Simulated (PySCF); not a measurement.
# Tb2S3: other functionals and bases at one geometry

How far do other levels of theory move the description of Tb2S3, and what does each cost? It is a constructed species; whether it can be made isn't addressed.

The runs use PySCF 2.14.0; several levels, as the steps say, no spin–orbit coupling.

5 further runs of the same task are left out: 2 for a known fault of the program, 2 that didn't finish, 1 set aside as unsound or not needed.

## Step 1: The system as given

5 atoms, charge 0, spin multiplicity 1.

Bond lengths: Tb1–S3 2.578 Å, Tb1–S4 2.339 Å, Tb2–S3 2.578 Å, Tb2–S5 2.339 Å. Angles: S3–Tb1–S4 119.7°, S3–Tb2–S5 119.7°, Tb1–S3–Tb2 130.3°.

As a file:

```xyz
5
S3Tb2
Tb    0.2454   -0.5707    2.3386
Tb    0.2454   -0.5707   -2.3386
S     0.6735   -1.5666    0.0000
S    -0.6752    1.5705    2.5339
S    -0.6752    1.5705   -2.5339
```

Formal oxidation states: Tb +3. Each metal's 8 4f electrons lie in its core potential, so multiplicities, spins and levels count the valence alone. An earlier session relaxed this geometry at r2SCAN, Tb lcecp-1-SVP with ECP54, S def2-SVP (singlet, point group C2v).

At r2SCAN on the finer grid: E = -1267.318796 Eh, HOMO -4.72 eV, LUMO -2.71 eV, Mulliken charge on Tb1 +0.68 e, largest force component 0.018 eV/Å. 

Levels to run: TPSSh; BLYP; revPBE; TPSS. Hardware: 2 threads of AMD EPYC 7B13 (Zen 3), shared host.

## Step 2: TPSSh

The input, run.py (the lines that set the calculation):

```python
mol = gto.M(atom='''
Tb     0.24536    -0.57074     2.33855
Tb     0.24536    -0.57074    -2.33855
S      0.67347    -1.56658     0.00000
S     -0.67515     1.57050     2.53388
S     -0.67515     1.57050    -2.53388''',
    basis={'Tb': 'lcecp-1-SVP', 'S': 'def2-SVP'},
    ecp={'Tb': 'lcecp-1-SVP'},
    charge=0, spin=0)
mf = dft.RKS(mol, xc='TPSSH')
mf.grids.atom_grid = (75, 302)  # f atoms: unpruned, at least (60, 302)
mf = mf.density_fit()  # fitting sets: Tb AutoAux, S def2-universal-JKFIT
mf.conv_tol = 1e-08; mf.max_cycle = 55
mf.kernel(dm0)  # dm0: the density of the relaxed state
```

Run with:

```sh
$ OMP_NUM_THREADS=2 python run.py
```

## Step 3: BLYP

Changes to run.py (the lines that set the calculation) since step 2:

```diff
@@ -9,3 +9,3 @@
     charge=0, spin=0)
-mf = dft.RKS(mol, xc='TPSSH')
+mf = dft.RKS(mol, xc='BLYP')
 mf.grids.atom_grid = (75, 302)  # f atoms: unpruned, at least (60, 302)
```

## Step 4: revPBE

Changes to run.py (the lines that set the calculation) since step 3:

```diff
@@ -9,3 +9,3 @@
     charge=0, spin=0)
-mf = dft.RKS(mol, xc='BLYP')
+mf = dft.RKS(mol, xc='PBE_R,PBE')
 mf.grids.atom_grid = (75, 302)  # f atoms: unpruned, at least (60, 302)
```

## Step 5: TPSS

Changes to run.py (the lines that set the calculation) since step 4:

```diff
@@ -9,3 +9,3 @@
     charge=0, spin=0)
-mf = dft.RKS(mol, xc='PBE_R,PBE')
+mf = dft.RKS(mol, xc='TPSS')
 mf.grids.atom_grid = (75, 302)  # f atoms: unpruned, at least (60, 302)
```

What does the calculation give? Wanted: for each run, HOMO; gap; charge on Tb1; dipole; largest force.

As calculated:

| level | state | HOMO (eV) | gap (eV) | charge on Tb1 (e) | dipole (D) | largest force (eV/Å) | basis functions | time |
| --- | --- | --- | --- | --- | --- | --- | --- | --- |
| r2SCAN (relaxed here) | singlet | -4.72 | 2.01 | 0.68 | 11.78 | 0.02 | 120 | 42 s |
| TPSSh | singlet | -4.99 | 2.31 | 0.70 | 11.83 | 0.06 | 120 | 10 s |
| BLYP | singlet | -4.36 | 1.26 | 0.51 | 10.46 | 0.47 | 120 | 11 s |
| revPBE | singlet | -4.52 | 1.52 | 0.59 | 10.88 | 0.19 | 120 | 11 s |
| TPSS | singlet | -4.60 | 1.70 | 0.67 | 11.41 | 0.21 | 120 | 12 s |

Times are on 2 threads of AMD EPYC 7B13 (Zen 3), shared host; the first row also made further properties.

In one basis the gap runs from 1.26 eV (BLYP) to 2.31 eV (TPSSh). The largest leftover force, 0.47 eV/Å with BLYP, stands at a geometry relaxed at another level. The Mulliken charge on Tb spans +0.51 to +0.70 e over the levels. With 4f in the core, its levels are missing from HOMO and gap. Total energies of different levels can't be compared. Spin–orbit coupling is left out throughout.
